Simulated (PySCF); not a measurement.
# C3H6B2F2: the cost of one run

Computed with PySCF 2.14.0, with density-fitted response routines of our own, on a single molecule in the gas phase. Atoms are numbered from 0 throughout.

## Step 1: The starting structure

13 atoms, charge 0, multiplicity 1; geometry from: GFN2-xTB. The atoms were then displaced at random by about 0.01 Å, so the start is not that level's minimum.

Bonds of the start (Å): C0–C1 1.31, C1–B2 1.54, B2–B3 1.68, B3–F4 1.31, C1–C5 1.50, C5–F6 1.39, C0–H7 1.09, C0–H8 1.10, B2–H9 1.19, B3–H10 1.19, C5–H11 1.08, C5–H12 1.10.

## Step 2: Relaxing the molecule at PBE0-D3(BJ)/def2-SVP

What the job is given:

```
{"job": {"xc": "PBE0", "basis": "def2-SVP", "d3": "d3bj", "grid": 1, "shake": 0.01, "kind": "geom"}, "charge": 0, "multiplicity": 1}
C     -1.082670     1.531180     0.800650
C     -0.445650     0.415830     0.561070
B      1.077260     0.300080     0.780540
B      2.051990    -0.813870    -0.022220
F      2.667200    -0.587470    -1.155040
C     -1.207830    -0.742420    -0.015930
F     -0.441360    -1.460540    -0.918940
H     -2.129410     1.692240     0.535990
H     -0.617140     2.412850     1.259100
H      1.547560     1.023390     1.603830
H      2.188140    -1.913350     0.412500
H     -2.105610    -0.430920    -0.533340
H     -1.496650    -1.443890     0.774140
```

Launch:

```
$ OMP_NUM_THREADS=1 python probes_run.py task.json out
```

One launch serves the whole session: the jobs run in the order shown.

**Question.** How long does this first job take on 1 thread of Arm Neoverse V1, shared host, and how much memory does it need?

About 65 s, with a peak of 0.5 GiB.
